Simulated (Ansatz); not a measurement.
# C₃H₁₀AlN: one species, many methods

Aim: compute C₃H₁₀AlN with functionals from several rungs and with coupled cluster, and see how far each lands from CCSD(T) at the basis-set limit for the atomisation energy.

Method: functionals in def2-TZVPP, the program's frozen cores in correlated methods; program: Ansatz 0.2.0, Gaussian basis.

Levels to be run: LDA (SPW92), PBE-D4, revPBE-D4, BLYP-D4, r2SCAN-D4, B97M-V, PBE0-D4, B3LYP-D4, r2SCANh-D4, r2SCAN0-D4, HSE06-D4, BHLYP-D4, CAM-B3LYP-D4, LC-ωPBE, ωB97X-V, ωB97M-V, B2PLYP, PBE-QIDH; CCSD(T)/def2-SVP; CCSD(T)/def2-TZVPP; MP2/def2-QZVPP; extrapolation to the limit; RPA on PBE.

## (1) The geometry

An earlier PBE0-D4 in a triple-zeta def2 set relaxation fixed the geometry.

SMILES `CN(C)[CH2][AlH2]`, 15 atoms, charge 0, spin multiplicity 1.

Atoms are counted from 1 here; the program's logs count them from 0.

Bond lengths: C1–N2 1.441 Å, C1–H6 1.107 Å, C1–H7 1.092 Å, C1–H8 1.094 Å, N2–C3 1.444 Å, N2–C4 1.451 Å, C3–H9 1.106 Å, C3–H10 1.092 Å, C3–H11 1.093 Å, C4–Al5 1.967 Å, C4–H12 1.112 Å, C4–H13 1.101 Å, Al5–H14 1.589 Å, Al5–H15 1.591 Å. Angles: N2–C1–H6 112.7°, N2–C1–H7 110.2°, N2–C1–H8 110.2°, H6–C1–H7 107.9°, H6–C1–H8 108.1°, H7–C1–H8 107.6°, C1–N2–C3 110.9°, C1–N2–C4 111.7°, C3–N2–C4 112.0°, N2–C3–H9 112.5°, N2–C3–H10 109.9°, N2–C3–H11 110.1°, H9–C3–H10 107.9°, H9–C3–H11 108.1°, H10–C3–H11 108.2°, N2–C4–Al5 115.5°, N2–C4–H12 112.2°, N2–C4–H13 108.7° and more.

## (2) LDA

This LDA is Slater exchange with PW92 correlation.

The input, in.yaml:

```yaml
crystal:
  periodic: [false, false, false]
  atoms:
    - {symbol: C, position_ang: [-0.898305, -1.133457, 0.040149]}
    - {symbol: N, position_ang: [0.367243, -0.466195, -0.134366]}
    - {symbol: C, position_ang: [1.377387, -1.045691, 0.720181]}
    - {symbol: C, position_ang: [0.248260, 0.966968, 0.059206]}
    - {symbol: Al, position_ang: [-0.888024, 1.906358, -1.242864]}
    - {symbol: H, position_ang: [-1.312968, -1.005027, 1.058552]}
    - {symbol: H, position_ang: [-0.787966, -2.204627, -0.144041]}
    - {symbol: H, position_ang: [-1.630218, -0.748862, -0.676671]}
    - {symbol: H, position_ang: [1.144700, -0.923192, 1.794664]}
    - {symbol: H, position_ang: [2.342082, -0.570850, 0.529247]}
    - {symbol: H, position_ang: [1.476808, -2.114304, 0.513128]}
    - {symbol: H, position_ang: [-0.052327, 1.226439, 1.097816]}
    - {symbol: H, position_ang: [1.244195, 1.421450, -0.054718]}
    - {symbol: H, position_ang: [-1.585636, 1.162467, -2.460924]}
    - {symbol: H, position_ang: [-1.067129, 3.477623, -1.069957]}
basis:
  gaussian: {orbitals: def2-TZVPP}
hamiltonian: {xc: lda}
output: {orbitals: {seedname: orbitals}}
```

Further steps of the session: PBE-D4 (GGA); revPBE-D4 (GGA); BLYP-D4 (GGA); r2SCAN-D4 (meta-GGA); B97M-V (meta-GGA); PBE0-D4 (hybrid); B3LYP-D4 (hybrid); r2SCANh-D4 (hybrid); r2SCAN0-D4 (hybrid); HSE06-D4 (hybrid); BHLYP-D4 (hybrid); CAM-B3LYP-D4 (range-separated); LC-ωPBE (range-separated); ωB97X-V (range-separated); ωB97M-V (range-separated); B2PLYP (double hybrid); PBE-QIDH (double hybrid); CCSD(T) in def2-SVP; CCSD(T) in def2-TZVPP; MP2 in def2-QZVPP; RPA on PBE orbitals.

Q: Predict the results of all the runs planned. Wanted: atomisation energy, CCSD(T)/CBS; farthest beyond LDA; mean size of error, GGA; mean size of error, meta-GGA; mean size of error, hybrid; mean size of error, range-separated; mean size of error, double hybrid; gap, smallest and largest; T1 diagnostic.

**Answer**, as computed:

| quantity | value |
| --- | --- |
| atomisation energy, CCSD(T)/CBS | 54.521 eV |
| functionals within 0.273 eV (0.5 %) | BLYP-D4, r2SCAN-D4, PBE0-D4, B3LYP-D4, r2SCANh-D4, HSE06-D4, LC-ωPBE, ωB97X-V, ωB97M-V |
| farthest beyond LDA | BHLYP-D4 (-1.132 eV) |
| mean size of error, GGA | 0.407 eV |
| mean size of error, meta-GGA | 0.158 eV |
| mean size of error, hybrid | 0.391 eV |
| mean size of error, range-separated | 0.235 eV |
| mean size of error, double hybrid | 0.458 eV |
| gap, smallest and largest | 2.53 eV (LDA (SPW92)), 9.47 eV (LC-ωPBE) |
| T1 diagnostic | 0.0100 |
| triples share of the correlation energy | 3.7 % |

What this shows: LDA overbinds by 7.338 eV (13 %). PBE-D4 is off by +0.793 eV. Double hybrids carry the basis error of their MP2 part in triple zeta, and no dispersion term here, so their miss is partly the set-up's. The rungs meta-GGA, range-separated miss on average by less than the doubt on the reference (0.273 eV), so they tie. Misses under about 0.273 eV are within the doubt on the reference itself, which lacks core-valence correlation, relativity and higher excitations. Hartree-Fock recovers 73 % of the binding; the rest is correlation. CCSD(T) in def2-SVP is off by -2.511 eV, so the small basis spoils what the method gains. Orbital gaps span 2.5 to 9.5 eV; exact exchange widens them.
